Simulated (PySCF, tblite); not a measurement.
# C6H13AsO: infrared bands, NMR shifts and electronic excitations in gas and solvents, part 2 of 2

tblite 0.8.0 and PySCF 2.14.0. Atoms count from 0. Earlier steps stand in the parts before.

### Step 7. Nuclear shieldings: wB97X-D/pcSseg-1

The job: settings as JSON, then the geometry in Å.

```
{"job": {"kind": "nmr", "xc": "wB97X-D", "basis": "pcSseg-1", "pop": false}, "charge": 0, "multiplicity": 1}
O     -2.005985    -0.323532     1.630456
C     -2.052796    -0.429782     0.230420
C     -0.666410    -0.160043    -0.334783
C     -0.221300     1.265669    -0.000966
C      1.086211     1.695979    -0.647381
As     2.648892     0.565858    -0.223735
C      1.705311    -1.148893    -0.482414
C      0.320588    -1.229807     0.140968
H     -2.875233    -0.531670     1.983772
H     -2.768865     0.296827    -0.205754
H     -2.379375    -1.440979    -0.088157
H     -0.759087    -0.243077    -1.435396
H     -1.021738     1.960732    -0.314988
H     -0.151860     1.359464     1.095284
H      1.001058     1.691998    -1.747942
H      1.345827     2.727204    -0.360942
H      2.426751     0.606004     1.290598
H      1.654274    -1.301506    -1.574578
H      2.359871    -1.943049    -0.090326
H      0.394124    -1.167795     1.239239
H     -0.113469    -2.222547    -0.079235
```

Level: GIAO wB97X-D/pcSseg-1 NMR shielding, non-relativistic, gas phase.

Output:

```text
coarse grid: 75728 points
cycle   1  E = -2547.1628710564  dE =  2.840e-01  |g| = 9.025e-01  |ddm| = 4.074e+00
cycle   2  E = -2547.1670905093  dE = -4.219e-03  |g| = 8.011e-01  |ddm| = 1.012e+00
cycle   3  E = -2547.2536398009  dE = -8.655e-02  |g| = 1.094e-01  |ddm| = 5.977e-01
cycle   4  E = -2547.2556438772  dE = -2.004e-03  |g| = 2.847e-02  |ddm| = 8.082e-02
cycle   5  E = -2547.2557407107  dE = -9.683e-05  |g| = 7.355e-03  |ddm| = 2.538e-02
cycle   6  E = -2547.2557501880  dE = -9.477e-06  |g| = 1.379e-03  |ddm| = 9.849e-03
final grid: 161368 points
cycle   7  E = -2547.2553775384  dE = -2.098e-06  |g| = 9.336e-04  |ddm| = 4.978e-03
cycle   8  E = -2547.2553776019  dE = -6.345e-08  |g| = 9.081e-04  |ddm| = 1.567e-03
cycle   9  E = -2547.2553777423  dE = -1.404e-07  |g| = 7.933e-05  |ddm| = 7.055e-04
cycle  10  E = -2547.2553777447  dE = -2.404e-09  |g| = 2.907e-05  |ddm| = 1.867e-04
cycle  11  E = -2547.2553777451  dE = -3.447e-10  |g| = 1.850e-05  |ddm| = 7.954e-05
converged SCF energy = -2547.2553777451

GIAO shielding tensors (ppm)
atom      isotropic    diamagn.    paramagn.     s11        s22        s33       span
  0 O      312.959     388.683     -75.724    274.933    283.183    380.762    105.829
  1 C      112.711     242.158    -129.447     99.731    105.076    133.326     33.595
  2 C      143.672     245.510    -101.839    133.881    136.202    160.933     27.052
  3 C      151.432     245.413     -93.980    145.562    149.239    159.496     13.934
  4 C      164.087     245.383     -81.295    155.429    164.673    172.160     16.731
  5 As    1500.677    2872.809   -1372.132   1438.724   1451.803   1611.506    172.782
  6 C      164.124     245.373     -81.249    155.475    164.694    172.204     16.730
  7 C      151.154     245.467     -94.313    144.714    149.387    159.362     14.648
  8 H       31.449      29.597       1.852     21.263     27.027     46.056     24.793
  9 H       27.732      29.672      -1.941     23.123     27.453     32.619      9.497
 10 H       27.771      29.806      -2.034     23.216     27.509     32.589      9.373
 11 H       30.569      32.585      -2.015     27.370     29.282     35.056      7.687
 12 H       29.638      30.738      -1.100     23.477     29.234     36.204     12.727
 13 H       29.510      30.647      -1.137     25.075     29.712     33.742      8.667
 14 H       30.319      29.483       0.836     25.450     28.659     36.848     11.398
 15 H       29.923      28.455       1.468     23.811     28.000     37.957     14.146
 16 H       28.285      28.877      -0.592     23.367     24.190     37.296     13.929
 17 H       30.312      29.491       0.821     25.440     28.660     36.837     11.396
 18 H       29.926      28.464       1.462     23.817     28.001     37.961     14.144
 19 H       29.494      30.672      -1.178     25.076     29.697     33.709      8.633
 20 H       29.652      30.811      -1.159     23.494     29.261     36.200     12.706
```

Wall time 2.6 min (1 thread of AMD EPYC, shared host); peak memory 1.3 GiB.

In short: δ C1 71.8, C2 40.9, C3 33.2, C4 20.4, H9 3.63, H16 3.10 ppm (means over like atoms).

### Step 8. NMR shieldings: PBE0/pcSseg-1 in acetone

Same as in step 7 but for these lines:

```diff
@@ -1,2 +1,2 @@
-{"job": {"kind": "nmr", "xc": "wB97X-D", "basis": "pcSseg-1", "pop": false}, "charge": 0, "multiplicity": 1}
+{"job": {"kind": "nmr", "xc": "PBE0", "basis": "pcSseg-1", "solvent": "acetone", "pop": true}, "charge": 0, "multiplicity": 1}
 O     -2.005985    -0.323532     1.630456
```

Method: GIAO PBE0/pcSseg-1 NMR shielding, non-relativistic, IEF-PCM acetone.

Output:

```text
coarse grid: 75728 points
cycle   1  E = -2546.5521926915  dE = -2.013e-03  |g| = 9.378e-01  |ddm| = 4.120e+00
cycle   2  E = -2546.4842341388  dE =  6.796e-02  |g| = 1.019e+00  |ddm| = 1.323e+00
cycle   3  E = -2546.6510345742  dE = -1.668e-01  |g| = 1.543e-01  |ddm| = 9.007e-01
cycle   4  E = -2546.6553339005  dE = -4.299e-03  |g| = 3.543e-02  |ddm| = 1.202e-01
cycle   5  E = -2546.6554671911  dE = -1.333e-04  |g| = 7.842e-03  |ddm| = 2.760e-02
cycle   6  E = -2546.6554790472  dE = -1.186e-05  |g| = 1.697e-03  |ddm| = 9.357e-03
cycle   7  E = -2546.6554796785  dE = -6.313e-07  |g| = 6.405e-04  |ddm| = 2.119e-03
final grid: 161368 points
cycle   8  E = -2546.6554519893  dE = -6.266e-08  |g| = 8.320e-04  |ddm| = 2.854e-03
cycle   9  E = -2546.6554518600  dE =  1.292e-07  |g| = 1.114e-03  |ddm| = 1.768e-03
cycle  10  E = -2546.6554521507  dE = -2.906e-07  |g| = 6.495e-05  |ddm| = 9.764e-04
cycle  11  E = -2546.6554521513  dE = -5.871e-10  |g| = 8.557e-06  |ddm| = 6.151e-05
converged SCF energy = -2546.6554521513

GIAO shielding tensors (ppm)
atom      isotropic    diamagn.    paramagn.     s11        s22        s33       span
  0 O      319.458     389.800     -70.342    286.836    289.743    381.794     94.958
  1 C      112.320     242.048    -129.728     99.478    104.605    132.876     33.398
  2 C      143.805     245.512    -101.707    133.779    136.190    161.446     27.668
  3 C      150.702     245.768     -95.066    145.280    148.228    158.599     13.320
  4 C      163.234     245.051     -81.817    155.468    162.360    171.874     16.406
  5 As    1519.894    2873.819   -1353.925   1447.812   1461.179   1650.692    202.880
  6 C      163.261     245.054     -81.793    155.491    162.379    171.914     16.424
  7 C      150.453     245.799     -95.346    144.544    148.339    158.476     13.932
  8 H       30.487      29.229       1.257     20.139     25.547     45.774     25.635
  9 H       27.472      29.354      -1.882     22.814     27.141     32.460      9.646
 10 H       27.492      29.461      -1.968     22.895     27.170     32.412      9.517
 11 H       30.233      32.209      -1.976     26.959     28.856     34.884      7.924
 12 H       29.336      30.475      -1.140     23.194     28.875     35.938     12.744
 13 H       29.587      30.672      -1.086     25.110     29.900     33.751      8.641
 14 H       29.922      29.037       0.885     24.973     28.246     36.548     11.576
 15 H       29.611      28.193       1.418     23.364     27.725     37.744     14.380
 16 H       28.208      28.789      -0.581     23.213     24.083     37.328     14.115
 17 H       29.915      29.046       0.869     24.962     28.245     36.537     11.575
 18 H       29.612      28.201       1.411     23.368     27.722     37.746     14.378
 19 H       29.569      30.691      -1.121     25.105     29.884     33.719      8.614
 20 H       29.340      30.535      -1.194     23.195     28.892     35.934     12.738
```

Run time: 2 min. Hardware: 1 thread of AMD EPYC, shared host; peak memory 1.2 GiB.

In short: δ C1 73.1, C2 41.6, C3 34.9, C4 22.2, H9 3.76, H16 3.03 ppm (means over like atoms).

### Step 9. Shielding tensors: PBE0/pcSseg-1 in water

Same as in step 8 but for these lines:

```diff
@@ -1,2 +1,2 @@
-{"job": {"kind": "nmr", "xc": "PBE0", "basis": "pcSseg-1", "solvent": "acetone", "pop": true}, "charge": 0, "multiplicity": 1}
+{"job": {"kind": "nmr", "xc": "PBE0", "basis": "pcSseg-1", "solvent": "water", "pop": false}, "charge": 0, "multiplicity": 1}
 O     -2.005985    -0.323532     1.630456
```

With the program's defaults for keys left out, this is: GIAO PBE0/pcSseg-1 NMR shielding, non-relativistic, IEF-PCM water.

Output:

```text
coarse grid: 75728 points
cycle   1  E = -2546.5530629862  dE = -2.849e-03  |g| = 9.370e-01  |ddm| = 4.120e+00
cycle   2  E = -2546.4860621150  dE =  6.700e-02  |g| = 1.016e+00  |ddm| = 1.316e+00
cycle   3  E = -2546.6516405074  dE = -1.656e-01  |g| = 1.535e-01  |ddm| = 8.937e-01
cycle   4  E = -2546.6558852438  dE = -4.245e-03  |g| = 3.547e-02  |ddm| = 1.192e-01
cycle   5  E = -2546.6560196986  dE = -1.345e-04  |g| = 7.821e-03  |ddm| = 2.770e-02
cycle   6  E = -2546.6560315137  dE = -1.182e-05  |g| = 1.709e-03  |ddm| = 9.326e-03
cycle   7  E = -2546.6560321548  dE = -6.411e-07  |g| = 6.405e-04  |ddm| = 2.139e-03
final grid: 161368 points
cycle   8  E = -2546.6560044570  dE = -6.457e-08  |g| = 8.284e-04  |ddm| = 2.852e-03
cycle   9  E = -2546.6560043310  dE =  1.260e-07  |g| = 1.105e-03  |ddm| = 1.751e-03
cycle  10  E = -2546.6560046170  dE = -2.860e-07  |g| = 6.485e-05  |ddm| = 9.636e-04
cycle  11  E = -2546.6560046176  dE = -5.962e-10  |g| = 8.651e-06  |ddm| = 6.149e-05
converged SCF energy = -2546.6560046176

GIAO shielding tensors (ppm)
atom      isotropic    diamagn.    paramagn.     s11        s22        s33       span
  0 O      320.057     389.921     -69.864    287.755    290.302    382.114     94.359
  1 C      112.331     242.042    -129.711     99.485    104.628    132.880     33.394
  2 C      143.894     245.524    -101.629    133.879    136.327    161.478     27.599
  3 C      150.685     245.812     -95.127    145.293    148.218    158.543     13.250
  4 C      163.292     245.038     -81.746    155.583    162.381    171.913     16.330
  5 As    1520.027    2873.900   -1353.873   1446.999   1461.466   1651.616    204.617
  6 C      163.318     245.043     -81.724    155.603    162.399    171.952     16.349
  7 C      150.438     245.839     -95.402    144.570    148.322    158.420     13.850
  8 H       30.431      29.201       1.230     20.074     25.453     45.765     25.692
  9 H       27.464      29.344      -1.879     22.805     27.128     32.460      9.655
 10 H       27.483      29.448      -1.965     22.885     27.154     32.410      9.525
 11 H       30.213      32.198      -1.985     26.933     28.829     34.876      7.943
 12 H       29.325      30.473      -1.147     23.187     28.859     35.930     12.743
 13 H       29.613      30.711      -1.098     25.135     29.934     33.770      8.635
 14 H       29.904      29.019       0.885     24.951     28.220     36.540     11.589
 15 H       29.609      28.186       1.423     23.353     27.723     37.750     14.398
 16 H       28.219      28.821      -0.602     23.223     24.094     37.340     14.117
 17 H       29.896      29.027       0.869     24.940     28.219     36.528     11.588
 18 H       29.609      28.193       1.416     23.356     27.719     37.752     14.396
 19 H       29.595      30.729      -1.134     25.130     29.918     33.738      8.609
 20 H       29.328      30.530      -1.202     23.186     28.874     35.925     12.739
```

Wall time 1.7 min (1 thread of AMD EPYC, shared host); peak memory 1.2 GiB.

Key values: δ C1 73.2, C2 41.6, C3 34.9, C4 22.2, H9 3.77, H16 3.02 ppm (means over like atoms).

### Step 10. Side by side: NMR shifts

Shifts (ppm) of some atoms, chosen among heavy atoms and hydrogens apart, means over like atoms, with basis size and wall time:

| run | C1 | C3 | C4 | H13 | H8 | O0 | As5 | functions | time |
| --- | --- | --- | --- | --- | --- | --- | --- | --- | --- |
| PBE0/pcSseg-1 | 72.3 | 33.9 | 22.0 | 1.92 | -0.13 | 24.3 | 395 | 225 | 1.8 min |
| wB97X-D/pcSseg-1 | 71.8 | 33.2 | 20.4 | 1.88 | -0.07 | 20.2 | 395 | 225 | 2.6 min |
| PBE0/pcSseg-1 in acetone | 73.1 | 34.9 | 22.2 | 1.66 | 0.75 | 23.3 | 396 | 225 | 2 min |
| PBE0/pcSseg-1 in water | 73.2 | 34.9 | 22.2 | 1.63 | 0.81 | 23.1 | 396 | 225 | 1.7 min |

The continuum's effect on the ground state:

| solvent | ε | polarisation energy (Eh) | μ (D) |
| --- | --- | --- | --- |
| acetone | 20.49 | -0.0092 | 3.61 |
| water | 78.36 | -0.0099 | 3.68 |

### Step 11. Summary of results

What follows sums up all 2 parts.

| quantity | value |
| --- | --- |
| strongest single infrared mode (GFN2-xTB) | 1878 cm⁻¹, 728 km/mol |
| zero-point energy (GFN2-xTB) | 111.0 kcal/mol |
| point group | Cs |
| rotational constants (main isotopes) | 3.04, 0.76, 0.68 GHz |
| ¹³C shifts against TMS (PBE0/pcSseg-1, means over atoms taken as alike) | 72.3, 41.6, 33.9, 22.0 ppm |
| ¹H shifts against TMS (PBE0/pcSseg-1, means over atoms taken as alike) | 3.68, 3.12, 1.92, 1.82, 1.58, 1.16, 0.85, -0.13 ppm |
| ¹⁷O shifts against H2O (PBE0/pcSseg-1) | 24.3 ppm |
| ⁷⁵As shifts against AsH3 (PBE0/pcSseg-1) | 395 ppm |
| lowest singlet (CAM-B3LYP/def2-SVPD) | 6.35 eV (195 nm), f = 0.069 |
| brightest single state of those computed | state 4, 7.02 eV, f = 0.153 |
| lowest triplet | 5.40 eV |
| vertical ionisation energy (ΔSCF) | 8.69 eV |
| range of the shift of O0 (PBE0/pcSseg-1 runs) | 23.1 to 24.3 ppm |

**Reading.** Relaxing lowered the energy by 0.157 eV in 34 steps; the close pair that moved most is As5–H16, from 1.569 to 1.510 Å (GFN2-xTB). No mode is imaginary among the 57: a minimum at this level. The strongest single mode, at 1878 cm⁻¹, moves mainly H16. Unscaled tight-binding wavenumbers are off by several per cent, some by more. Its intensities can rank the bands wrongly. H9, H10 (mean) (hydrogen on an sp3 CH2 bonded to O) lies farthest downfield among hydrogen, at 3.68 ppm; its carbon carries O, which withdraws density. At PBE0/pcSseg-1: Shielding is most anisotropic at As5 (span 187 ppm, paramagnetic term -1358 ppm). ΔSCF puts the ionisation energy at 8.69 eV, 0.79 eV above −ε(HOMO). At one level, PBE0/pcSseg-1: Across the 3 runs the shift of O0 moves most, between 23.1 (PBE0/pcSseg-1 in water) and 24.3 ppm (PBE0/pcSseg-1). The continuum holds electrostatics alone: no hydrogen bonds to the solvent, and the gas-phase geometry is kept. Spin-orbit coupling is left out, which matters for shieldings and couplings at and beside the heavy atoms.
